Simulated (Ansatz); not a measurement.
**ClGaH₃OSi radical: up Jacob's ladder to CCSD(T)**

One table from this session's results is given with a row withheld; the runs are named, their logs left out.

Method: functionals in def2-TZVPP, the program's frozen cores in correlated methods; program: Ansatz 0.2.0, Gaussian basis.

Plan: LDA (SPW92), PBE-D4, revPBE-D4, BLYP-D4, r2SCAN-D4, B97M-V, PBE0-D4, B3LYP-D4, r2SCANh-D4, r2SCAN0-D4, HSE06-D4, BHLYP-D4, CAM-B3LYP-D4, LC-ωPBE, ωB97X-V, ωB97M-V, B2PLYP, PBE-QIDH; CCSD(T)/def2-SVP; CCSD(T)/def2-TZVPP; MP2/def2-QZVPP; extrapolation to the limit; RPA on PBE.

## The geometry

All runs share one geometry, relaxed beforehand with PBE0-D4 in a triple-zeta def2 set.

SMILES `[SiH3][O][Ga][Cl]`, 7 atoms, charge 0, spin multiplicity 2.

Atoms are counted from 1 here; the program's logs count them from 0.

Bond lengths: Si1–O2 1.638 Å, Si1–H5 1.490 Å, Si1–H6 1.486 Å, Si1–H7 1.486 Å, O2–Ga3 1.783 Å, Ga3–Cl4 2.161 Å. Angles: O2–Si1–H5 111.1°, O2–Si1–H6 109.5°, O2–Si1–H7 109.5°, H5–Si1–H6 108.7°, H5–Si1–H7 108.7°, H6–Si1–H7 109.3°, Si1–O2–Ga3 140.7°, O2–Ga3–Cl4 116.3°.

The first run:

The input, in.yaml:

```yaml
crystal:
  periodic: [false, false, false]
  atoms:
    - {symbol: Si, position_ang: [-0.018813, 1.163531, 0.161160]}
    - {symbol: O, position_ang: [-0.011344, -0.474371, 0.204746]}
    - {symbol: Ga, position_ang: [0.079382, -1.883457, -0.883230]}
    - {symbol: Cl, position_ang: [0.015360, -3.825687, 0.061089]}
    - {symbol: H, position_ang: [0.092220, 1.664383, -1.237870]}
    - {symbol: H, position_ang: [1.129507, 1.685703, 0.946034]}
    - {symbol: H, position_ang: [-1.286322, 1.669909, 0.748072]}
basis:
  gaussian: {orbitals: def2-TZVPP}
magnetization: {spin_polarized: true, initial_magnetization: 1}
hamiltonian: {xc: lda}
output: {orbitals: {seedname: orbitals}}
```

The run is started by

```console
ansatz run in.yaml --threads 4 --pin off --events-out ev --progress --plain --max-ram 10444MiB
```

Steps of the session up to this table: LDA; PBE-D4 (GGA); revPBE-D4 (GGA); BLYP-D4 (GGA); r2SCAN-D4 (meta-GGA); B97M-V (meta-GGA); B3LYP-D4 (hybrid); r2SCANh-D4 (hybrid); r2SCAN0-D4 (hybrid); HSE06-D4 (hybrid); BHLYP-D4 (hybrid); CAM-B3LYP-D4 (range-separated); LC-ωPBE (range-separated); ωB97X-V (range-separated); ωB97M-V (range-separated); B2PLYP (double hybrid); PBE-QIDH (double hybrid).

One table of the session follows, with a row left open; its other results are not shown here.

It belongs to the step «Orbital energies across the functionals». 

| functional | HOMO (eV) | LUMO (eV) | gap (eV) |
| --- | --- | --- | --- |
| LDA (SPW92) | -5.93 | -5.12 | 0.81 |
| PBE-D4 | -5.82 | -4.75 | 1.07 |
| revPBE-D4 | -5.78 | -4.60 | 1.18 |
| BLYP-D4 | -5.65 | -4.79 | 0.86 |
| r2SCAN-D4 | -6.23 | -4.40 | 1.83 |
| B97M-V | -6.02 | -4.94 | 1.08 |
| PBE0-D4 | -6.95 | -3.83 | 3.12 |
| B3LYP-D4 | -6.71 | -4.26 | 2.45 |
| r2SCANh-D4 | ? | ? | ? |
| r2SCAN0-D4 | -7.25 | -3.61 | 3.65 |
| HSE06-D4 | -6.56 | -4.21 | 2.35 |
| BHLYP-D4 | -7.91 | -3.07 | 4.84 |
| CAM-B3LYP-D4 | -8.20 | -3.00 | 5.19 |
| LC-ωPBE | -9.54 | -1.50 | 8.04 |
| ωB97X-V | -9.07 | -1.94 | 7.12 |
| ωB97M-V | -8.99 | -2.15 | 6.84 |

Q: Estimate the row for r2SCANh-D4 from the others.

Worked estimate for «HOMO (eV)». Against the share of exact exchange, r2SCAN-D4 (0, -6.23), r2SCAN0-D4 (0.25, -7.25) give a slope of -4.08 per unit share; at 0.1 the line stands at -6.64.

As computed: HOMO (eV): -6.64; LUMO (eV): -4.08; gap (eV): 2.56. In «HOMO (eV)» the line misses by 0.00.
